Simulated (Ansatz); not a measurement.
LaBeO3, space group Pm-3m: a test of the smearing width, run with Ansatz's Python interface.

`smear.py`
```python
"""How the energy of LaBeO3 depends on the smearing."""

import ansatz as az
from ase import Atoms

atoms = Atoms(
    ["La", "Be", "O", "O", "O"],
    scaled_positions=[
        [0.0, 0.0, 0.0],
        [0.5, 0.5, 0.5],
        [0.5, 0.5, 0.0],
        [0.5, 0.0, 0.5],
        [0.0, 0.5, 0.5],
    ],
    cell=[
        [3.707597, 0.0, 0.0],
        [0.0, 3.707597, 0.0],
        [0.0, 0.0, 3.707597],
    ],
    pbc=True,
)
xtal = az.Crystal.from_ase(atoms)

model = (
    xtal.calculation()
    .functional("lda")
    .kpoints(length=24)
    .basis(31 * az.Ry)
    .scf(max_iterations=55)
)

rows = []
for value in [0.25, 0.15, 0.1, 0.05, 0.025]:
    r = model.occupations("gaussian", width=value).run(threads=1).report
    rows.append((value, r["free_energy_ev"] / len(r["lattice"]["sites"]), r["n_iterations"], r["n_kpoints"]))

print("  width (eV)   F/atom (eV)    iterations      k-points")
for row in rows:
    print(f"{str(row[0]):>12s}  {row[1]:12.5f}  {row[2]:12d}  {row[3]:12d}")

# differences from the last row
for row in rows[:-1]:
    shift = 1000 * (row[1] - rows[-1][1])
    print(f"{row[0]}: {shift:+.2f} meV/atom" + ("  (within 2 meV)" if abs(shift) < 2 else ""))
```

From its runs, with one value withheld:

| width (eV) | F less the first row (meV/atom) |
| --- | --- |
| 0.025 | 0.00 |
| 0.05 | ? |
| 0.1 | -1.62 |
| 0.15 | -4.28 |
| 0.25 | -13.14 |

What is the missing value at a width of 0.05 eV?

For this scheme F falls about as the square of the width where the density of states is smooth. A straight line through the rows shown, against the width squared, has slope -214.9 meV/eV² and intercept 0.38 meV, which gives -0.16 meV at 0.05 eV. The run gave -0.35 meV, a miss of 0.19 meV.

The cell holds an odd number of electrons and is run without spin, so a magnetic state may lie lower. The mesh is modest for a metal, so energies can be off by several to tens of meV an atom and pressures by half a GPa or more; differences at equal mesh fare better. The narrowest width needs the finest mesh, so the last row is no converged reference. The structure comes from a database of computed cells and needn't be a stable or known phase. Wall time of the script: 2.3 s on 1 thread of AMD EPYC 9R45 96-Core Processor (Zen 5), on a shared host, peak memory 0.4 GiB.
